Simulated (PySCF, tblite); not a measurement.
**C₂H₁₀OPSi₂ radical: geometry, infrared bands and EPR parameters**

Aim: predict the infrared bands and EPR parameters of C₂H₁₀OPSi₂ radical (`CCO[SiH][SiH2]P`).

The runs use tblite 0.8.0 and PySCF 2.14.0, with density-fitted response routines of our own; the level of theory stands in each step. All values are computed, except where a source is named. Atoms count from 0, in the outputs and in this text.

### Step 1. Starting geometry

16 atoms, charge 0, multiplicity 2; geometry from: force field or distance geometry start.

Bonds of the start (Å): C0–C1 1.48, C1–O2 1.42, O2–Si3 1.69, Si3–Si4 2.21, Si4–P5 2.23, C0–H6 1.12, C0–H7 1.13, C0–H8 1.10, C1–H9 1.13, C1–H10 1.13, Si3–H11 1.49, Si4–H12 1.46, Si4–H13 1.48, P5–H14 1.45, P5–H15 1.44.

### Step 2. Geometry optimisation with GFN2-xTB

The job: settings as JSON, then the geometry in Å.

```
{"job": {"kind": "relax", "xc": "GFN2-xTB", "basis": "xTB"}, "charge": 0, "multiplicity": 2}
C     -3.122000     0.633500     0.099300
C     -1.951200     0.044400     0.780000
O     -0.699300     0.484600     0.275100
Si     0.570300    -0.249500     1.124400
Si     2.115600    -1.183500    -0.142500
P      3.951700     0.062100     0.048000
H     -3.708400    -0.095500    -0.523400
H     -3.767600     1.062700     0.917000
H     -2.888200     1.459500    -0.588400
H     -2.007600    -1.080300     0.685800
H     -2.002000     0.216800     1.899900
H      1.235400     0.785800     1.957000
H      1.790800    -1.201100    -1.563300
H      2.484800    -2.554100     0.267500
H      3.515100     1.349600     0.564100
H      4.474900     0.273800    -1.277000
```

Launch:

```
$ OMP_NUM_THREADS=1 python probes_run.py task.json out
```

One launch serves the whole session: the jobs run in the order shown.

The log of the run:

```text
step      E/eV     max force
  0    -526.94588    2.442
  1    -527.20601    1.267
  2    -527.36095    0.963
  3    -527.52442    1.144
  4    -527.64897    0.899
  5    -527.70958    0.601
  6    -527.73881    0.382
  7    -527.75883    0.374
  8    -527.77691    0.431
  9    -527.80118    0.544
 10    -527.82926    0.527
 11    -527.86136    0.415
 12    -527.88786    0.416
 13    -527.90461    0.354
 14    -527.91648    0.236
 15    -527.92576    0.203
 16    -527.93360    0.223
 17    -527.94245    0.270
 18    -527.95366    0.289
 19    -527.96655    0.295
 20    -527.97806    0.249
 21    -527.98558    0.182
 22    -527.99092    0.164
 23    -527.99698    0.250
 24    -528.00468    0.368
 25    -528.01431    0.366
 26    -528.02496    0.251
 27    -528.03560    0.253
 28    -528.04583    0.299
 29    -528.05538    0.388
 30    -528.06534    0.336
 31    -528.07284    0.362
 32    -528.08165    0.291
 33    -528.09279    0.211
 34    -528.10621    0.182
 35    -528.11577    0.206
 36    -528.12429    0.248
 37    -528.13196    0.217
 38    -528.14152    0.244
 39    -528.15128    0.267
 40    -528.16048    0.268
 41    -528.16791    0.218
 42    -528.17294    0.201
 43    -528.17706    0.157
 44    -528.18083    0.160
 45    -528.18389    0.113
 46    -528.18585    0.095
 47    -528.18744    0.122
 48    -528.18891    0.156
 49    -528.19061    0.148
 50    -528.19211    0.093
 51    -528.19317    0.070
 52    -528.19397    0.072
 53    -528.19489    0.100
 54    -528.19602    0.108
 55    -528.19717    0.099
 56    -528.19809    0.079
 57    -528.19892    0.072
 58    -528.19983    0.094
 59    -528.20120    0.108
 60    -528.20246    0.088
 61    -528.20358    0.065
 62    -528.20450    0.065
 63    -528.20531    0.071
 64    -528.20600    0.082
 65    -528.20662    0.068
 66    -528.20717    0.048
 67    -528.20767    0.076
 68    -528.20818    0.064
 69    -528.20881    0.058
 70    -528.20946    0.065
 71    -528.20997    0.048
 72    -528.21034    0.042
 73    -528.21064    0.039
 74    -528.21104    0.051
 75    -528.21166    0.063
 76    -528.21246    0.076
 77    -528.21312    0.054
 78    -528.21353    0.050
 79    -528.21381    0.043
 80    -528.21414    0.056
 81    -528.21466    0.077
 82    -528.21535    0.093
 83    -528.21613    0.073
 84    -528.21687    0.087
 85    -528.21761    0.081
 86    -528.21829    0.068
 87    -528.21932    0.074
 88    -528.22048    0.092
 89    -528.22160    0.083
 90    -528.22206    0.094
 91    -528.22290    0.057
 92    -528.22344    0.053
 93    -528.22422    0.057
 94    -528.22481    0.061
 95    -528.22548    0.098
 96    -528.22597    0.105
 97    -528.22653    0.070
 98    -528.22686    0.036
 99    -528.22715    0.041
100    -528.22754    0.046
101    -528.22816    0.072
102    -528.22889    0.090
103    -528.22919    0.068
104    -528.22958    0.054
105    -528.22971    0.026
106    -528.22979    0.020
107    -528.22987    0.026
108    -528.22996    0.030
109    -528.23005    0.026
110    -528.23013    0.020
111    -528.23022    0.022
112    -528.23032    0.026
113    -528.23044    0.029
114    -528.23058    0.027
115    -528.23070    0.022
116    -528.23078    0.016
117    -528.23083    0.018
118    -528.23088    0.018
119    -528.23095    0.021
120    -528.23105    0.025
121    -528.23114    0.027
122    -528.23123    0.031
123    -528.23135    0.025
124    -528.23151    0.028
125    -528.23170    0.036
126    -528.23187    0.030
127    -528.23198    0.024
128    -528.23204    0.019
129    -528.23208    0.016
130    -528.23213    0.020
131    -528.23222    0.028
132    -528.23233    0.027
133    -528.23243    0.018
134    -528.23248    0.011
135    -528.23250    0.011
136    -528.23251    0.011
137    -528.23254    0.011
138    -528.23257    0.016
139    -528.23262    0.024
140    -528.23268    0.028
141    -528.23276    0.028
142    -528.23285    0.025
143    -528.23297    0.025
144    -528.23309    0.025
145    -528.23312    0.025
146    -528.23322    0.023
147    -528.23325    0.017
148    -528.23331    0.015
149    -528.23334    0.016
150    -528.23344    0.018
151    -528.23352    0.023
152    -528.23370    0.033
153    -528.23392    0.041
154    -528.23425    0.065
155    -528.23463    0.080
156    -528.23503    0.078
157    -528.23528    0.055
158    -528.23473    0.115
159    -528.23562    0.031
160    -528.23571    0.027
161    -528.23590    0.030
162    -528.23599    0.033
163    -528.23622    0.032
164    -528.23629    0.021
165    -528.23636    0.016
166    -528.23641    0.018
167    -528.23648    0.021
168    -528.23655    0.023
169    -528.23665    0.027
170    -528.23676    0.028
171    -528.23689    0.029
172    -528.23706    0.036
173    -528.23731    0.043
174    -528.23764    0.051
175    -528.23828    0.057
176    -528.23920    0.066
177    -528.23996    0.100
178    -528.24004    0.094
179    -528.24078    0.049
180    -528.24108    0.046
181    -528.24147    0.048
182    -528.24160    0.039
183    -528.24174    0.039
184    -528.24190    0.028
185    -528.24206    0.036
186    -528.24237    0.056
187    -528.24285    0.063
188    -528.24340    0.064
189    -528.24391    0.065
190    -528.24439    0.045
191    -528.24475    0.070
192    -528.24496    0.049
193    -528.24519    0.033
194    -528.24537    0.038
195    -528.24552    0.033
196    -528.24571    0.034
197    -528.24591    0.036
198    -528.24621    0.047
199    -528.24661    0.056
200    -528.24703    0.063
201    -528.24728    0.078
202    -528.24732    0.130
203    -528.24775    0.050
204    -528.24817    0.047
205    -528.24843    0.049
206    -528.24884    0.043
207    -528.24910    0.085
208    -528.24933    0.042
209    -528.24969    0.039
210    -528.24991    0.055
211    -528.25020    0.049
212    -528.25086    0.048
213    -528.24963    0.138
214    -528.25121    0.040
215    -528.25141    0.048
216    -528.25177    0.039
217    -528.25178    0.069
218    -528.25217    0.025
219    -528.25229    0.015
220    -528.25241    0.030
221    -528.25247    0.023
222    -528.25251    0.019
223    -528.25255    0.012
224    -528.25257    0.010
225    -528.25259    0.011
226    -528.25260    0.008
```

It took 1.8 s on 1 thread of Arm Neoverse V1, shared host.

Relaxation path: (not every step is listed)

```csv
step,energy from step 0 (eV),largest force (eV/Å)
0,0.0000,2.4422
1,-0.2601,1.2668
2,-0.4151,0.9627
3,-0.5785,1.1439
4,-0.7031,0.8987
5,-0.7637,0.6006
6,-0.7929,0.3816
7,-0.8130,0.3735
8,-0.8310,0.4309
29,-1.1095,0.3878
50,-1.2462,0.0931
71,-1.2641,0.0481
92,-1.2776,0.0531
113,-1.2846,0.0292
134,-1.2866,0.0114
155,-1.2888,0.0802
176,-1.2933,0.0657
197,-1.3000,0.0363
218,-1.3063,0.0253
221,-1.3066,0.0230
222,-1.3066,0.0192
223,-1.3067,0.0122
224,-1.3067,0.0098
225,-1.3067,0.0114
226,-1.3067,0.0083
```

Distances of close pairs at the start and the end, largest changes first:

```csv
bond,before (Å),after (Å),change (Å)
P5–H14,1.454,1.378,-0.077
Si3–Si4,2.206,2.275,+0.069
O2–Si3,1.695,1.628,-0.066
P5–H15,1.440,1.374,-0.066
C0–C1,1.477,1.520,+0.043
C0–H7,1.127,1.086,-0.040
C0–H6,1.124,1.087,-0.037
C1–H10,1.134,1.097,-0.037
```

The end geometry stands in the next job.

### Step 3. Vibrational analysis with GFN2-xTB

The job: settings as JSON, then the geometry in Å.

```
{"job": {"kind": "ir", "xc": "GFN2-xTB", "basis": "xTB"}, "charge": 0, "multiplicity": 2}
C     -2.815466     0.866835     0.657683
C     -2.188219    -0.512924     0.775072
O     -0.845633    -0.543506     0.399430
Si     0.446389     0.381009     0.756675
Si     2.109356    -0.900697    -0.118466
P      3.903355     0.424786     0.086796
H     -2.691900     1.246422    -0.353306
H     -3.875758     0.809928     0.887504
H     -2.337563     1.553845     1.351278
H     -2.711374    -1.221211     0.122776
H     -2.270341    -0.871626     1.808970
H      0.160364     1.780601     0.369427
H      2.177835    -1.552562    -1.450538
H      2.401786    -2.015459     0.803406
H      3.752541     1.056317    -1.128204
H      4.777028    -0.492815    -0.444948
```

The log of the run:

```text
mode    cm-1     km/mol
  1      25.9      0.65
  2      45.5      0.44
  3      72.2      1.12
  4      92.4      6.40
  5      99.0      3.59
  6     139.6      0.70
  7     185.0      4.30
  8     250.3      0.52
  9     355.2     50.35
 10     435.3      7.80
 11     455.6      2.29
 12     472.6      6.41
 13     520.2     13.38
 14     543.8     37.80
 15     628.3    353.33
 16     675.8    127.36
 17     689.6     43.64
 18     709.8    129.85
 19     725.4      8.47
 20     828.0      1.91
 21     835.4    313.60
 22     974.3     45.33
 23    1092.2      5.22
 24    1142.7      8.45
 25    1161.5    350.63
 26    1168.7      5.10
 27    1259.0      2.56
 28    1336.7      6.60
 29    1397.9     14.85
 30    1480.1      0.60
 31    1481.1      8.40
 32    1495.1      4.25
 33    2035.1    271.00
 34    2080.5    259.30
 35    2137.2    195.50
 36    2343.6    113.46
 37    2446.5    127.38
 38    2894.5     46.77
 39    2930.6     44.29
 40    3042.9     27.10
 41    3044.9     14.85
 42    3048.7     36.52
```

It took 0.63 s on 1 thread of Arm Neoverse V1, shared host.

The strongest bands and the atoms that carry them (share of the mass-weighted mode):

```csv
cm⁻¹,km/mol,atoms
628,353.3,"H13 33 %, H15 26 %, H12 25 %"
710,129.8,"H14 17 %, H15 17 %, H13 17 %, O2 12 %"
835,313.6,"H13 50 %, H12 44 %"
1162,350.6,"O2 45 %, C1 39 %"
2035,271.0,H12 93 %
2080,259.3,H11 96 %
2137,195.5,H13 93 %
2446,127.4,"H15 64 %, H14 32 %"
```

### Step 4. g tensor and hyperfine couplings: B3LYP/pcH-1

Same as in step 3 but for these lines:

```diff
@@ -1,2 +1,2 @@
-{"job": {"kind": "ir", "xc": "GFN2-xTB", "basis": "xTB"}, "charge": 0, "multiplicity": 2}
+{"job": {"kind": "epr", "basis": "pcH-1"}, "charge": 0, "multiplicity": 2}
 C     -2.815466     0.866835     0.657683
```

Level: UKS B3LYP, pcH-1 on C H O P Si, non-relativistic, mean-field spin-orbit, GIAO.

The log of the run:

```text
UKS, coarse grid
  cycle   1  E = -1077.70045477  |g| = 5.62e-01
  cycle   2  E = -1077.33466434  |g| = 1.09e+00
  cycle   3  E = -1077.80501910  |g| = 1.33e-01
  cycle   4  E = -1077.81155430  |g| = 5.32e-02
  cycle   5  E = -1077.81288358  |g| = 8.47e-03
  cycle   6  E = -1077.81291555  |g| = 2.34e-03
  cycle   7  E = -1077.81292052  |g| = 9.17e-04
UKS, final grid
  cycle   1  E = -1077.81291509  |g| = 9.92e-04
  cycle   2  E = -1077.81291488  |g| = 1.24e-03
  cycle   3  E = -1077.81291557  |g| = 1.38e-04
  cycle   4  E = -1077.81291558  |g| = 4.64e-05
  cycle   5  E = -1077.81291558  |g| = 2.20e-05
E = -1077.81291558 Eh   <S^2> = 0.7521 (exact 0.7500)
g shifts (ppm)      1          2          3
  rmc          -154       -154       -154
  gc             34         27         54
  oz_so          10         87       2953
  total        -110        -40       2853
hyperfine (MHz)  atom isotope    a_iso     a_fc   dipolar eigenvalues
    0   13C       0.56       0.56     -0.50     -0.31      0.81
    1   13C       1.82       1.81     -1.16     -0.51      1.66
    2   17O     -13.78     -13.66    -42.44     20.72     21.73
    3  29Si    -416.90    -417.81   -145.06     72.42     72.64
    4  29Si     -84.92     -85.01    -14.59      5.34      9.25
    5   31P      -1.29      -1.28     -2.73     -1.04      3.77
    6    1H       0.93       0.93     -1.36     -1.23      2.60
    7    1H      -0.50      -0.50     -0.85     -0.80      1.65
    8    1H       0.14       0.14     -2.01     -1.69      3.71
    9    1H       5.27       5.27     -2.05     -1.71      3.76
   10    1H      14.16      14.16     -2.55     -1.73      4.28
   11    1H      82.79      82.78     -8.25      1.20      7.05
   12    1H      62.31      62.31     -2.09     -0.64      2.73
   13    1H       0.82       0.82     -2.64     -1.20      3.85
   14    1H       3.58       3.58     -1.06     -0.92      1.98
   15    1H      -1.18      -1.18     -1.01     -0.27      1.28
```

Run time: 1.9 min. Hardware: 1 thread of Arm Neoverse V1, shared host; peak memory 0.95 GiB.

Principal g values 2.00221, 2.00228, 2.00517; g(iso) = 2.00322, against 2.00232 for a free electron.

Mean a(iso) over the nuclei that a row names, and the largest dipolar term of the row (other rows stand at the frozen geometry):

```csv
nuclei,isotope,a(iso) (MHz),"a(iso) (G, at g = 2.0023)",largest dipolar term (MHz)
Si3,29Si,-416.9,-148.8,-145.1
Si4,29Si,-84.9,-30.3,-14.6
H11,1H,82.8,29.5,-8.2
"H12, H13",1H,31.6,11.3,3.8
O2,17O,-13.8,-4.9,-42.4
"H9, H10",1H,9.7,3.5,4.3
C1,13C,1.8,0.6,1.7
P5,31P,-1.3,-0.5,3.8
"H14, H15",1H,1.2,0.4,2.0
C0,13C,0.6,0.2,0.8
"H6, H7, H8",1H,0.2,0.1,3.7
```

Mulliken spin populations:

C0 0.00; C1 -0.01; O2 0.09; Si3 0.80; Si4 0.04; P5 0.00; H6 0.00; H7 0.00; H8 0.00; H9 0.00; H10 0.01; H11 0.03; H12 0.04; H13 0.00; H14 0.00; H15 0.00

In first order the couplings over 0.8 MHz of 1H, 31P give 108 distinct lines over 60.3 G, if the averaged nuclei exchange fast; the same motion can average rows kept apart here too.

The fields below are evaluated on a grid from the run's orbitals.

ELF in a plane through or near 7 of the atoms.

Values, 10 rows by 14 columns:
```
0.00 0.00 0.00 0.00 0.00 0.00 0.00 0.00 0.00 0.00 0.00 0.00 0.00 0.00
0.00 0.00 0.00 0.00 0.06 0.06 0.00 0.00 0.00 0.00 0.00 0.00 0.00 0.00
0.00 0.00 0.00 0.03 0.93 0.87 0.02 0.01 0.01 0.06 0.01 0.00 0.00 0.00
0.00 0.00 0.02 0.03 0.95 0.93 0.04 0.61 0.12 0.62 0.04 0.00 0.00 0.00
0.00 0.22 0.97 0.19 0.20 0.23 0.51 0.81 0.72 0.44 0.06 0.20 0.00 0.00
0.00 0.44 0.99 0.36 0.94 0.64 0.25 0.15 0.12 0.65 0.90 0.98 0.00 0.00
0.00 0.04 0.36 0.16 0.49 0.07 0.50 0.94 0.02 0.97 0.53 0.66 0.00 0.00
0.00 0.00 0.14 0.67 0.32 0.01 0.95 1.00 0.02 0.74 0.14 0.01 0.00 0.00
0.00 0.00 0.01 0.07 0.03 0.00 0.50 0.86 0.01 0.01 0.00 0.00 0.00 0.00
0.00 0.00 0.00 0.00 0.00 0.00 0.00 0.01 0.00 0.00 0.00 0.00 0.00 0.00
```
The map spans 14.9 Å across and 8.8 Å up, centred on the molecule. Atoms in the plane (x, y in Å): C0 (2.9, -0.5), C1 (2.2, 0.8), O2 (0.8, 0.6), Si4 (-2.2, 0.6), H7 (4.0, -0.4), H11 (0.1, -1.8), H15 (-4.9, 0.0).

On the surface of density 0.002 e/bohr³ the electrostatic potential runs, from the 1st to the 99th percentile, from -1.04 V near P5 to 1.03 V near H11.

The spin density lies nearest to Si3 58 %; O2 12 %; H11 12 %; Si4 7 %.

### Step 5. Outcome

```
                                                                  quantity                    value
                                 strongest single infrared mode (GFN2-xTB)     628 cm⁻¹, 353 km/mol
                                              zero-point energy (GFN2-xTB)            69.7 kcal/mol
                                                            g(iso) (B3LYP)                  2.00322
                                                                      ⟨S²⟩       0.752 (exact 0.75)
                                        largest a(iso) (averaged by class)  29Si on Si3, -416.9 MHz
potential on the surface of density 0.002 e/bohr³, 1st and 99th percentile       -1.04 V and 1.03 V
```

Over 226 steps the energy fell by 1.307 eV; of the close pairs, P5–H14 changed most, 1.454 to 1.378 Å. No mode is imaginary among the 42: a minimum at this level. The strongest single mode, at 628 cm⁻¹, has its largest shares on H13, H15 and H12 (the list is cut at 3 atoms). Unscaled tight-binding wavenumbers are off by several per cent, some by more. Its intensities can rank the bands wrongly. Si3 carries the largest spin population, 0.80 e. The isotropic g lies 0.9 ppt above the free-electron value.
